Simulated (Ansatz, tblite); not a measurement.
**The cluster B₈N₈: rung by rung**

Aim: run the singlet of the cluster B₈N₈ at one geometry on many levels, and compare frontier levels, spin and run time.

The runs use Ansatz 0.2.0, Gaussian basis; as each input shows.

Levels to be run: GFN1-xTB, GFN2-xTB, PBE-D4/def2-TZVP, r2SCAN-D4/def2-TZVP, ωB97M-V/def2-TZVP, B3LYP-D4/def2-TZVP, CAM-B3LYP-D4/def2-TZVP, PBE-D4/def2-SVP, PBE0-D4/def2-SVP, HF/STO-3G, CCSD(T)/def2-SVP, MP2/def2-TZVP, RPA/def2-TZVP.

### Step 1. The relaxed structure

The geometry is that of the singlet, from an earlier relaxation (r2SCAN-D4/def2-SVP).

16 atoms, charge 0, spin multiplicity 1.

Bond lengths: B1–N2 1.295 Å, B1–N3 1.418 Å, B1–B5 1.882 Å, N2–B5 1.448 Å, N3–B4 1.545 Å, N3–B11 1.523 Å, B4–N6 1.454 Å, B4–N7 1.545 Å, B5–N6 1.529 Å, B5–N12 1.511 Å, N6–B9 1.529 Å, N7–B8 1.418 Å, N7–B14 1.523 Å, B8–B9 1.882 Å, B8–N10 1.295 Å, B9–N10 1.448 Å, B9–N16 1.511 Å, B11–N12 1.508 Å and more. Angles: N2–B1–N3 142.4°, N2–B1–B5 50.1°, N3–B1–B5 92.3°, B1–N2–B5 86.5°, B1–N3–B4 101.4°, B1–N3–B11 100.7°, B4–N3–B11 90.5°, N3–B4–N6 116.5°, N3–B4–N7 117.7°, N6–B4–N7 116.5°, B1–B5–N2 43.4°, B1–B5–N6 98.0°, B1–B5–N12 99.7°, N2–B5–N6 118.7°, N2–B5–N12 119.4°, N6–B5–N12 111.1°, B4–N6–B5 99.1°, B4–N6–B9 99.1° and more.

PBE0-D4/def2-TZVP was run before; its log isn't repeated, and its numbers join the tables.

### Step 2. GFN1-xTB

Tight binding, by tblite at 300 K electronic temperature and without a spin-polarisation term:

```python
tblite.interface.Calculator('GFN1-xTB', numbers, positions, charge=0, uhf=0).singlepoint()
```

Energy -1002.3220 eV, HOMO -11.01 eV, LUMO -8.76 eV; 0.017 s.

### Step 3. GFN2-xTB

Tight binding, by tblite at 300 K electronic temperature and without a spin-polarisation term:

```python
tblite.interface.Calculator('GFN2-xTB', numbers, positions, charge=0, uhf=0).singlepoint()
```

Energy -907.5103 eV, HOMO -11.12 eV, LUMO -8.82 eV; 0.02 s.

### Step 4. PBE-D4/def2-TZVP

start.molden holds the orbitals of an earlier run on this state, given as this run's starting guess.

in.yaml reads:

```yaml
crystal:
  periodic: [false, false, false]
  atoms:
    - {symbol: B, position_ang: [0.301434, -2.459143, -0.470008]}
    - {symbol: N, position_ang: [0.285532, -2.786948, 0.782829]}
    - {symbol: N, position_ang: [0.329440, -1.337820, -1.337259]}
    - {symbol: B, position_ang: [-0.747184, -0.431318, -0.699552]}
    - {symbol: B, position_ang: [0.335328, -1.367701, 1.063289]}
    - {symbol: N, position_ang: [-0.891609, -0.513515, 0.744543]}
    - {symbol: N, position_ang: [-0.991874, 0.953902, -1.338945]}
    - {symbol: B, position_ang: [-1.976894, 1.492445, -0.472927]}
    - {symbol: B, position_ang: [-1.016322, 0.976641, 1.061560]}
    - {symbol: N, position_ang: [-2.269352, 1.644307, 0.779554]}
    - {symbol: B, position_ang: [1.429623, -0.507523, -0.690515]}
    - {symbol: N, position_ang: [1.612600, -0.604298, 0.803594]}
    - {symbol: N, position_ang: [1.614709, 0.930305, -0.910674]}
    - {symbol: B, position_ang: [0.277493, 1.490759, -0.691991]}
    - {symbol: B, position_ang: [1.422602, 0.820643, 0.574597]}
    - {symbol: N, position_ang: [0.284464, 1.699263, 0.801894]}
basis:
  gaussian: {orbitals: def2-TZVP, fitting: {mean_field: def2-universal-jkfit}, initial_orbitals: start.molden}
hamiltonian: {xc: pbe, dispersion: d4}
scf: {omitted_lower_state_checks: [starts]}
output: {forces: true, orbitals: {seedname: orbitals}}
```

The run is started by

```bash
$ ansatz run in.yaml --threads 2 --pin off --events-out ev --progress --plain --max-ram 20480MiB --backend cuda --devices 0, --max-vram 18GiB
```

After this run come: r2SCAN-D4/def2-TZVP; ωB97M-V/def2-TZVP; B3LYP-D4/def2-TZVP; CAM-B3LYP-D4/def2-TZVP; PBE-D4/def2-SVP; PBE0-D4/def2-SVP; HF/STO-3G; CCSD(T)/def2-SVP; MP2/def2-TZVP; RPA/def2-TZVP.

Q: Predict the results of all the runs planned. Wanted: gap in def2-TZVP, named functionals, smallest and largest; correlation energy, CCSD(T)/def2-SVP; correlation energy, MP2/def2-TZVP; binding an atom, functionals in def2-TZVP; PBE0 total energy, smallest basis above largest.

The runs gave:

```
                                                 quantity                                value
gap in def2-TZVP, named functionals, smallest and largest  2.93 eV (PBE-D4), 9.41 eV (ωB97M-V)
                     correlation energy, CCSD(T)/def2-SVP                            -54.54 eV
                        correlation energy, MP2/def2-TZVP                            -62.53 eV
                binding an atom, functionals in def2-TZVP  5.45 (B3LYP-D4) to 5.81 eV (PBE-D4)
          PBE0 total energy, smallest basis above largest       18.02 eV (def2-SVP, def2-TZVP)
```

In words: Over the named functionals in def2-TZVP the gap runs from 2.93 eV (PBE-D4) to 9.41 eV (ωB97M-V); exact exchange widens it. Notes on CCSD(T)/def2-SVP: large T1 diagnostic.
